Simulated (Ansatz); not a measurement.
# CH2BClO: basis-set convergence

The task here is to estimate one member of a computed series from the others.

The runs use Ansatz 0.2.0, Gaussian basis; one geometry, several basis sets.

Plan: PBE0-D4/def2-SVP; ωB97M-V/def2-SVP; PBE0-D4/def2-QZVPP; ωB97M-V/def2-QZVPP; the functionals' def2-TZVPP values are taken from earlier runs.

## The relaxed structure

The geometry comes from an earlier relaxation with PBE0-D4 in a triple-zeta def2 set; it is a stationary point.

6 atoms, charge 0, spin multiplicity 1.

Atoms are counted from 1 here; the program's logs count them from 0.

Bond lengths: O1–C2 1.210 Å, C2–B3 1.583 Å, C2–H5 1.114 Å, B3–Cl4 1.733 Å, B3–H6 1.189 Å. Angles: O1–C2–B3 117.4°, O1–C2–H5 120.1°, B3–C2–H5 122.4°, C2–B3–Cl4 117.8°, C2–B3–H6 122.5°, Cl4–B3–H6 119.6°.

The first run:

in.yaml reads:

```yaml
crystal:
  periodic: [false, false, false]
  atoms:
    - {symbol: O, position_ang: [0.692693, 1.603462, 0.215451]}
    - {symbol: C, position_ang: [-0.023506, 0.779707, -0.306548]}
    - {symbol: B, position_ang: [-0.097489, -0.651571, 0.364969]}
    - {symbol: Cl, position_ang: [0.517046, -1.998444, -0.535892]}
    - {symbol: H, position_ang: [-0.551848, 1.020449, -1.257255]}
    - {symbol: H, position_ang: [-0.494796, -0.817603, 1.473175]}
basis:
  gaussian: {orbitals: def2-SVP}
hamiltonian: {xc: pbe0, dispersion: d4}
output: {orbitals: {seedname: orbitals}}
```

Launch:

```bash
> ansatz run in.yaml --threads 2 --pin off --events-out ev --progress --plain --max-ram 4352MiB
```

Steps of the session up to this table: PBE0-D4 in def2-SVP; ωB97M-V in def2-SVP; PBE0-D4 in def2-QZVPP; ωB97M-V in def2-QZVPP.

One of the session's tables, all rows but one given; the rest of the session is left out.

It belongs to the step «Functionals by basis». 

| functional | basis | HOMO (eV) | LUMO (eV) |
| --- | --- | --- | --- |
| PBE0-D4 | def2-SVP | -7.28 | -2.32 |
| PBE0-D4 | def2-TZVPP | -7.46 | -2.51 |
| PBE0-D4 | def2-QZVPP | -7.49 | -2.56 |
| ωB97M-V | def2-SVP | -9.61 | -0.09 |
| ωB97M-V | def2-TZVPP | -9.81 | -0.36 |
| ωB97M-V | def2-QZVPP | ? | ? |

**Question.** Estimate the row for ωB97M-V, def2-QZVPP.

As computed: HOMO (eV): -9.85; LUMO (eV): -0.43. In the column «HOMO (eV)» it is the lowest.
